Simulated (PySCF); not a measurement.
**doublet SiSe−: levels of theory compared**

Wanted: a comparison of 6 runs (U-r2SCAN/aug-cc-pVTZ, U-revPBE/aug-cc-pVTZ, UB3LYP/aug-cc-pVTZ, UBHLYP/aug-cc-pVTZ, UPBE0/aug-cc-pVTZ, UTPSS/aug-cc-pVTZ) of doublet SiSe−. Input form: a Python script.

Program for the calculation: PySCF 2.14.0.

## (1) The system as given

The species is SiSe− (2 atoms), meant as a doublet with charge -1. SMILES of the parent species: `[Si][Se]`. The coordinates come from a PBE0-D4/def2-TZVP relaxation. That shape belongs to the parent species and isn't relaxed for this state.

Bond lengths: Si1–Se2 2.062 Å.

## (2) A single-point energy at U-r2SCAN/aug-cc-pVTZ (run 1)

input.py reads:

```python
from pyscf import gto, dft

mol = gto.M(
    atom=[
    ('Si', (0.000000, 0.000000, 0.031440)),
    ('Se', (-0.000000, -0.000000, 2.093090)),
],
    basis='aug-cc-pvtz',
    verbose=4,
    max_memory=1860,
    charge=-1,
    spin=1,
)

mf = dft.UKS(mol)
mf.xc = 'r2scan'
mf.grids.level = 5
mf.conv_tol = 1e-10
mf.kernel()
if not mf.converged:
    mf = mf.newton().run(mf.mo_coeff, mf.mo_occ)

e_tot = mf.e_tot
print(f'total energy: {e_tot:.8f} hartree')
```

The run is started by

```
$ OMP_NUM_THREADS=1 python input.py
```

The log of the run:

```text
PySCF version 2.14.0

[INPUT] num. atoms = 2
[INPUT] num. electrons = 49
[INPUT] charge = -1
[INPUT] spin (= nelec alpha-beta = 2S) = 1
[INPUT] symmetry False subgroup None
[INPUT] Mole.unit = angstrom
[INPUT] Symbol           X                Y                Z      unit          X                Y                Z       unit  Magmom
[INPUT]  1 Si     0.000000000000   0.000000000000   0.031440000000 AA    0.000000000000   0.000000000000   0.059412989356 Bohr   0.0
[INPUT]  2 Se     0.000000000000   0.000000000000   2.093090000000 AA    0.000000000000   0.000000000000   3.955366854066 Bohr   0.0

nuclear repulsion = 122.178038172299
number of shells = 27
number of NR pGTOs = 202
number of NR cGTOs = 109
basis = aug-cc-pvtz
ecp = {}

[... 35 lines left out ...]
[... the frontier-level lines of each cycle are left out ...]
[... 60 lines left out ...]
converged SCF energy = -2691.09757857271  <S^2> = 0.75950833  2S+1 = 2.0094858
total energy: -2691.09757857 hartree
```

It took 41 s on 1 thread of Arm Neoverse V2, shared host; peak memory 0.6 GiB.

## (3) A single-point energy at U-revPBE/aug-cc-pVTZ (run 2)

geometry.xyz reads:

```xyz
2

Si     0.000000     0.000000     0.031440
Se     0.000000     0.000000     2.093090
```

run.py reads:

```python
from pyscf import gto, dft

mol = gto.M(
    atom='geometry.xyz',
    charge=-1,
    max_memory=1860,
    verbose=4,
    spin=1,
    basis='aug-cc-pvtz',
)

mf = dft.UKS(mol)
mf.xc = 'revpbe'
mf.conv_tol = 1e-10
mf.grids.level = 5
mf.kernel()
if not mf.converged:
    mf = mf.newton().run(mf.mo_coeff, mf.mo_occ)

energy = mf.e_tot
print('Final energy', energy)
```

The run is started by

```
$ OMP_NUM_THREADS=1 python run.py
```

The log of the run:

```text
PySCF version 2.14.0

[INPUT] num. atoms = 2
[INPUT] num. electrons = 49
[INPUT] charge = -1
[INPUT] spin (= nelec alpha-beta = 2S) = 1
[INPUT] symmetry False subgroup None
[INPUT] Mole.unit = angstrom
[INPUT] Symbol           X                Y                Z      unit          X                Y                Z       unit  Magmom
[INPUT]  1 Si     0.000000000000   0.000000000000   0.031440000000 AA    0.000000000000   0.000000000000   0.059412989356 Bohr   0.0
[INPUT]  2 Se     0.000000000000   0.000000000000   2.093090000000 AA    0.000000000000   0.000000000000   3.955366854066 Bohr   0.0

nuclear repulsion = 122.178038172299
number of shells = 27
number of NR pGTOs = 202
number of NR cGTOs = 109
basis = aug-cc-pvtz
ecp = {}

[... 34 lines left out ...]
[... the frontier-level lines of each cycle are left out ...]
[... 3 lines left out ...]
[... 54 lines left out ...]
converged SCF energy = -2690.87855992652  <S^2> = 0.75501635  2S+1 = 2.0050101
Final energy -2690.8785599265216
```

It took 18 s on 1 thread of Arm Neoverse V2, shared host; peak memory 0.55 GiB.

Run 3 isn't shown in full; the table further down has it.

## (4) A single-point energy at UBHLYP/aug-cc-pVTZ (run 4)

job.py reads:

```python
from pyscf import gto, dft

mol = gto.M(
    atom=[
    ('Si', (0.000000, 0.000000, 0.031440)),
    ('Se', (-0.000000, -0.000000, 2.093090)),
],
    max_memory=1860,
    basis='aug-cc-pvtz',
    charge=-1,
    verbose=3,
    spin=1,
)

calc0 = dft.UKS(mol, xc='bhandhlyp')
calc0.grids.level = 5
calc0.conv_tol = 1e-10
calc0.kernel()
if not calc0.converged:
    calc0 = calc0.newton().run(calc0.mo_coeff, calc0.mo_occ)

etot = calc0.e_tot
print('E(%s) = %.9f' % ('BHLYP', etot))
```

The run is started by

```
$ OMP_NUM_THREADS=1 python job.py
```

The log of the run:

```text
WARN: HOMO -0.0845500588844333 >= LUMO -0.0845500588844331

converged SCF energy = -2691.12140260917  <S^2> = 0.75830683  2S+1 = 2.0082897
E(BHLYP) = -2691.121402609
```

Wall time 19 s (1 thread of Arm Neoverse V2, shared host); peak memory 0.55 GiB.

Run 5 isn't shown in full; the table further down has it.

## (5) The energy at UTPSS/aug-cc-pVTZ (run 6)

job.py reads:

```python
from pyscf import gto, dft

mol = gto.M(
    atom='Si 0.000000 0.000000 0.031440; Se -0.000000 -0.000000 2.093090',
    charge=-1,
    spin=1,
    basis='aug-cc-pvtz',
    verbose=3,
    max_memory=1860,
)

calc0 = dft.UKS(mol)
calc0.xc = 'tpss'
calc0.grids.level = 5
calc0.conv_tol = 1e-10
calc0.kernel()
if not calc0.converged:
    calc0 = calc0.newton().run(calc0.mo_coeff, calc0.mo_occ)

e_final = calc0.e_tot
print('E(%s) = %.9f' % ('TPSS', e_final))
```

The run is started by

```
$ OMP_NUM_THREADS=1 python job.py
```

The log of the run:

```text
converged SCF energy = -2691.0855333303  <S^2> = 0.75648273  2S+1 = 2.0064723
E(TPSS) = -2691.085533330
```

Wall time 37 s (1 thread of Arm Neoverse V2, shared host); peak memory 0.6 GiB.

## (6) All runs side by side

| run | level | energy (Eh) | HOMO energy (eV) | LUMO energy (eV) | ⟨S²⟩ | wall time |
| --- | --- | --- | --- | --- | --- | --- |
| 1 | U-r2SCAN/aug-cc-pVTZ | -2691.097579 | 1.68 | 2.15 | 0.760 | 41 s |
| 2 | U-revPBE/aug-cc-pVTZ | -2690.878560 | 1.84 | 2.04 | 0.755 | 18 s |
| 3 | UB3LYP/aug-cc-pVTZ | -2691.190848 | 1.28 | 2.57 | 0.755 | 19 s |
| 4 | UBHLYP/aug-cc-pVTZ | -2691.121403 | 0.45 | 3.42 | 0.758 | 19 s |
| 5 | UPBE0/aug-cc-pVTZ | -2690.730424 | 1.08 | 2.71 | 0.757 | 19 s |
| 6 | UTPSS/aug-cc-pVTZ | -2691.085533 | 1.80 | 2.13 | 0.756 | 37 s |

## (7) Summary of results

| quantity | value |
| --- | --- |
| run 6: total energy | -2691.08553 Eh |
| run 6: HOMO energy (highest over α and β) | 1.80 eV |
| run 6: LUMO energy (lowest over α and β) | 2.13 eV |
| run 6: ⟨S²⟩ | 0.756 |

**Reading.** Totals of different functionals can't be ranked against each other. In runs 1, 2, 3, 4, 5, 6 the HOMO lies above zero, so the outermost electron may be held by the basis alone. All runs together took 2.6 min, the longest 41 s.
